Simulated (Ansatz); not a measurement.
# Bi2Te3: response to strain

Bi2Te3 is deformed so: equal xx and yy strain of -2 %. What stress and forces result, by LAPW, PAW and all-electron datasets made for the crystal?

Program: Ansatz 0.2.0. Level of theory: DFT PBEsol, scalar-relativistic. These are calculated values, not measurements.

## Step 1: The starting structure

The structure is trigonal, space group R-3m (No. 166). The conventional cell has a = 4.386 Å, b = 4.386 Å, c = 30.497 Å, α = 90.00°, β = 90.00°, γ = 120.00°. Bi (site symmetry 3m) is surrounded by 6 Te at 3.07 to 3.25 Å. Te (site symmetry -3m) is surrounded by 6 Bi at 3.25 Å. Te (site symmetry 3m) has 3 Bi at 3.07 Å as nearest neighbours.

Coordinates:

```cif
data_structure
_symmetry_space_group_name_H-M 'R-3m:H'
_symmetry_Int_Tables_number 166
_cell_length_a 4.3860
_cell_length_b 4.3860
_cell_length_c 30.4970
_cell_angle_alpha 90.000
_cell_angle_beta 90.000
_cell_angle_gamma 120.000
_cell_volume 508.07
loop_
_atom_site_label
_atom_site_type_symbol
_atom_site_symmetry_multiplicity
_atom_site_Wyckoff_symbol
_atom_site_fract_x
_atom_site_fract_y
_atom_site_fract_z
_atom_site_occupancy
Bi1 Bi 6 c 0.33333 0.66667 0.06667 1
Te1 Te 3 a 0.00000 0.00000 0.00000 1
Te2 Te 6 c 0.00000 0.00000 0.20950 1
```

The file gives the conventional cell by its symmetry; the runs use the cell typed in the input.

Atoms are numbered in the order of the input: Bi1, Bi2, Te3, Te4, Te5.

## Step 2: The deformed structure

Space group R-3m before, R-3m after.

## Step 3: All-electron LAPW

Contents of input.yaml:

```yaml
crystal:
  lattice:
    - [2.1491405472, 1.2408068734, 10.16567]
    - [-2.1491405472, 1.2408068734, 10.16567]
    - [0.0, -2.4816137469, 10.16567]
  atoms:
    - { symbol: Bi, position: [0.4, 0.4, 0.4] }
    - { symbol: Bi, position: [0.6, 0.6, 0.6] }
    - { symbol: Te, position: [0.0, 0.0, 0.0] }
    - { symbol: Te, position: [0.2095, 0.2095, 0.2095] }
    - { symbol: Te, position: [0.7905, 0.7905, 0.7905] }
kpoints:
  mp_grid: { grid: [7, 7, 7] }
  band_path:
    path:
      - [0.0, 0.0, 0.0]
      - [0.5, 0.5, 0.5]
      - [0.8234011413, 0.1765988587, 0.5]
      - [0.5, -0.1765988587, 0.1765988587]
      - [0.5, 0.0, 0.0]
      - [0.0, 0.0, 0.0]
      - [0.3382994293, -0.3382994293, 0.0]
      - [0.6617005707, 0.0, 0.3382994293]
      - [0.5, 0.0, 0.5]
    npoints: 5
scf:
  occupations: { method: fermi_dirac, width: 0.08 }
hamiltonian:
  xc: pbesol
  pseudopotentials: { kind: all_electron, lapw: { basis_error: 0.001 } }
output:
  forces: true
  stress: true
  eigenvalues: true
```

The run is started by

```sh
$ ansatz run input.yaml --threads 2 --pin off --max-ram 8192MiB --backend cpu --events-out ev --progress --plain --runs-dir out
```

## Step 4: Frozen-core PAW

Contents of input.yaml:

```yaml
crystal:
  lattice:
    - [2.1491405472, 1.2408068734, 10.16567]
    - [-2.1491405472, 1.2408068734, 10.16567]
    - [0.0, -2.4816137469, 10.16567]
  atoms:
    - { symbol: Bi, position: [0.4, 0.4, 0.4] }
    - { symbol: Bi, position: [0.6, 0.6, 0.6] }
    - { symbol: Te, position: [0.0, 0.0, 0.0] }
    - { symbol: Te, position: [0.2095, 0.2095, 0.2095] }
    - { symbol: Te, position: [0.7905, 0.7905, 0.7905] }
kpoints:
  mp_grid: { grid: [7, 7, 7] }
scf:
  occupations: { method: fermi_dirac, width: 0.08 }
hamiltonian:
  xc: pbesol
  pseudopotentials: { kind: paw }
output:
  forces: true
  stress: true
  eigenvalues: true
  efg: { contact_densities: true }
```

## Step 5: All-electron PAW on datasets made for the crystal

Edit input.yaml of step 4 so:

```diff
@@ -17,3 +17,3 @@
   xc: pbesol
-  pseudopotentials: { kind: paw }
+  pseudopotentials: { kind: all_electron, datasets: crystal }
 output:
```

(Steps that only read results are left out.)

Q: Predict the outcome of this session. Wanted: pressure; largest shear or deviatoric stress.

As calculated:

```
                                 quantity                                           value
                                 pressure  LAPW 1.61, PAW 1.59, crystal datasets 1.61 GPa
largest shear or deviatoric stress (LAPW)                                        0.56 GPa
```

**Reading.** The largest part of the stress beyond the pressure is 0.56 GPa in size, in the zz component; the atoms are carried along and not relaxed. No run of the undeformed cell stands beside it, so the pressure holds what the given cell had before the change. PAW: stress within 0.02 GPa of LAPW, forces within 2 meV/Å. Crystal datasets: stress within 0.01 GPa of LAPW, forces within 1 meV/Å. Spin-orbit coupling is left out, though the cell holds Bi; in elements this heavy it can shift bands and gaps by tenths of an eV.
